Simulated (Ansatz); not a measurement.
Here is an Ansatz 0.2.0 calculation.

The input input.yaml:

```yaml
crystal:
  lattice:
    - [0.0, 2.16965753, 2.16965753]
    - [2.16965753, 0.0, 2.16965753]
    - [2.16965753, 2.16965753, 0.0]
  atoms:
    - { symbol: Fe, position: [0.5, 0.5, 0.5], spin: 3.0 }
    - { symbol: Cu, position: [0.0, 0.0, 0.0], spin: 0.6 }
kpoints:
  mp_grid: { grid: [11, 11, 11] }
scf:
  occupations: { method: fermi_dirac, width: 0.05 }
hamiltonian:
  xc: pbe
  pseudopotentials: { kind: all_electron, lapw: { basis_error: 0.001 } }
magnetization:
  spin_polarized: true
output:
  forces: true
  stress: true
  eigenvalues: true
  populations: true
```

Potentials or basis: all-electron LAPW, scalar-relativistic.

Run with:

```sh
$ ansatz run input.yaml --threads 2 --pin off --max-ram 6144MiB --backend cpu --events-out ev --progress --plain --runs-dir out
```

Estimate the pressure.

76.8 GPa.

What does it give for the site moments?

Fe +2.45; Cu +0.25 μB.

What does it give for the band gap on the k mesh?

None (metal or under the smearing width).

Predict the net moment.

2.68 μB per cell.

Caveat: a pressure of tens of GPa on the cell as given is suspect, and the run, the potentials or the cell itself is likely at fault.
